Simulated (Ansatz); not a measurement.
The system is TaV.

```
Ta V
1.0
     1.60670   -2.30777    0.00000
     1.60670    2.30777    0.00000
     0.00000    0.00000    8.68272
Ta V
2 2
Cartesian
  0.0000 0.0000 0.0000
  0.0000 0.0000 4.3414
  1.6067 0.0000 2.1707
  1.6067 0.0000 6.5120
```

The cell comes from a database or a generator and needn't be the stable form of this composition.

The cell isn't the ideal one: another cell of the same crystal, with 4 atoms.

Base run:

* Program: Ansatz 0.2.0
* Functional: PBE
* Potentials or basis: Ansatz PAW
* Cutoff: 420 eV (not typed: the program's choice for these potentials)
* k mesh: 8 × 8 × 3
* Occupations: fermi-dirac, width 0.05 eV
* Spin: collinear spin, antiferromagnetic start
* Starting moments: [0.0, 0.0, 2.0, -2.0] μB

Its results: band gap on the k mesh none (metal or under the smearing width); pressure -0.7 GPa; net moment 0.00 μB per cell.

Problem. The run is repeated on the same cell with these changes: spin from collinear spin, antiferromagnetic start to collinear spin, ferrimagnetic start; moments at the start from [0.0, 0.0, 2.0, -2.0] to [0.0, 0.0, 2.0, -1.0]. What comes out?

Solution. Band gap on the k mesh none (metal or under the smearing width); pressure -0.7 GPa; net moment 0.40 μB per cell; site moments Ta +0.00; V +0.16 μB.

Caveats: the starting moments weren't kept.
